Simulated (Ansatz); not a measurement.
# WC, space group P-6m2: a convergence test of the plane-wave cutoff

With Ansatz 0.2.0 through its Python package.

The cells in order, each with its output:

```python
import ansatz as az
import pandas as pd
from pymatgen.core import Lattice, Structure
from pymatgen.io.ase import AseAtomsAdaptor
```

```python
pmg_structure = Structure(
    Lattice([(2.9065, 0.0, 0.0), (-1.45325, 2.5171, 0.0), (0.0, 0.0, 2.8366)]),
    ['W', 'C'],
    [
        (0.0, 0.0, 0.0),
        (2 / 3, 1 / 3, 0.5),
    ],
)
crystal = az.Crystal.from_ase(AseAtomsAdaptor.get_atoms(pmg_structure))
```

```python
crystal.resolved().tree()['lattice']
```

    ((2.9065, 0.0, 0.0), (-1.45325, 2.5171, 0.0), (0.0, 0.0, 2.8366))

```python
base = (
    crystal.calculation()
    .functional('pbe', dispersion='d4')
    .kpoints(11, 11, 10, center='gamma')
    .occupations(az.OccupationsMethod.FERMI_DIRAC, width=0.05)
)

rows = []
for value in [300, 375, 450, 525]:
    report = base.basis(value).run().report
    rows.append((value, report['free_energy_ev'] / len(report['lattice']['sites']), report['n_iterations'], report['n_pw']))
```

    DeckWarning: basis.ecutwfc = 300 eV is below the records' recommended 420 eV, and the density's cutoff is lower with it unless basis.ecutrho_ratio is high enough to keep the records' density cutoff: compare with a run at a higher cutoff
    DeckWarning: basis.ecutwfc = 375 eV is below the records' recommended 420 eV, and the density's cutoff is lower with it unless basis.ecutrho_ratio is high enough to keep the records' density cutoff: compare with a run at a higher cutoff

```python
table = pd.DataFrame(rows, columns=['cutoff (eV)', 'F/atom (eV)', 'iterations', 'plane waves'])
table.round(5)
```

       cutoff (eV)  F/atom (eV)  iterations  plane waves
    0          300  -5318.42307           6          231
    1          375  -5318.50894           6          339
    2          450  -5318.51700           6          405
    3          525  -5318.51765           6          575

```python
# differences from the last row
for row in rows[:-1]:
    shift = 1000 * (row[1] - rows[-1][1])
    print(f'{row[0]}: {shift:+.2f} meV/atom' + ('  (within 1 meV)' if abs(shift) < 1 else ''))
```

    300: +94.58 meV/atom
    375: +8.71 meV/atom
    450: +0.65 meV/atom  (within 1 meV)

From 450 eV on it stays within 1 meV an atom of the value at 525 eV; the first row (300 eV) is off by 94.6 meV and the last but one by 0.65 meV. The energy falls steadily, as expected when plane waves are added. The last run costs about 1.5 times the first.

What to keep in mind:
- Dispersion corrections can be off by several per cent in the lattices of metals, and by several GPa in the pressure at a fixed cell.
- For a metal this k-point mesh is coarse: on a finer one energies can move by several to tens of meV an atom and pressures by half a GPa or more, differences at one mesh by less.
- Spin-orbit coupling, which matters for elements this heavy, is left out.
- The structure is a deposited one; some such entries were measured under pressure or heat, so a shift against it needn't be the functional's error alone.
- Warnings are shown shortened and without file and line.
- Shifts are counted from the last row, which is itself no proven limit.
- Timing: 12 s on 1 thread of Arm Neoverse V1, with other jobs on the host, peak memory 0.48 GiB.
